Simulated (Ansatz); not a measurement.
# C4H3F3: basis-set convergence

How large a basis does C4H3F3 need? Two functionals are run in growing sets.

Computed with Ansatz 0.2.0, Gaussian basis. Level: one geometry, several basis sets.

The runs, in order: PBE0-D4/def2-SVP; ωB97M-V/def2-SVP; PBE0-D4/def2-QZVPP; ωB97M-V/def2-QZVPP; the functionals' def2-TZVPP values are taken from earlier runs.

## (1) The geometry

The geometry comes from an earlier relaxation with PBE0-D4 in a triple-zeta def2 set; it is a stationary point, not always the lowest conformer.

10 atoms, charge 0, spin multiplicity 1.

Atoms are counted from 1 here; the program's logs count them from 0.

Bond lengths: C1–C2 1.323 Å, C1–H8 1.081 Å, C1–H9 1.080 Å, C2–F3 1.341 Å, C2–C4 1.451 Å, C4–F5 1.331 Å, C4–C6 1.330 Å, C6–F7 1.325 Å, C6–H10 1.080 Å. Angles: C2–C1–H8 120.5°, C2–C1–H9 119.7°, H8–C1–H9 119.7°, C1–C2–F3 121.1°, C1–C2–C4 126.3°, F3–C2–C4 112.6°, C2–C4–F5 115.0°, C2–C4–C6 124.3°, F5–C4–C6 120.7°, C4–C6–F7 121.4°, C4–C6–H10 123.2°, F7–C6–H10 115.4°.

## (2) PBE0-D4 in def2-SVP

in.yaml

```yaml
crystal:
  periodic: [false, false, false]
  atoms:
    - {symbol: C, position_ang: [0.886357, -0.382499, -1.613640]}
    - {symbol: C, position_ang: [0.028617, -0.439855, -0.607685]}
    - {symbol: F, position_ang: [-0.954525, -1.350960, -0.587038]}
    - {symbol: C, position_ang: [0.016894, 0.420785, 0.559956]}
    - {symbol: F, position_ang: [0.975105, 1.344845, 0.587958]}
    - {symbol: C, position_ang: [-0.865862, 0.328167, 1.550305]}
    - {symbol: F, position_ang: [-0.823694, 1.146057, 2.592428]}
    - {symbol: H, position_ang: [0.809158, -1.073209, -2.441470]}
    - {symbol: H, position_ang: [1.669678, 0.360410, -1.607397]}
    - {symbol: H, position_ang: [-1.658730, -0.404941, 1.569483]}
basis:
  gaussian: {orbitals: def2-SVP}
hamiltonian: {xc: pbe0, dispersion: d4}
output: {orbitals: {seedname: orbitals}}
```

After this run come: ωB97M-V in def2-SVP; PBE0-D4 in def2-QZVPP; ωB97M-V in def2-QZVPP.

**Question.** What will the summary of the whole plan be? Wanted: PBE0-D4: double and triple zeta above quadruple; ωB97M-V: double and triple zeta above quadruple.

The runs gave:

| quantity | value |
| --- | --- |
| PBE0-D4: double and triple zeta above quadruple | 15.22, 0.64 eV |
| ωB97M-V: double and triple zeta above quadruple | 15.57, 0.60 eV |

What this shows: PBE0-D4 gains 14.58 eV from double to triple zeta, then 0.64 eV more. Total energies overstate the basis error of differences, where much of it tends to cancel.
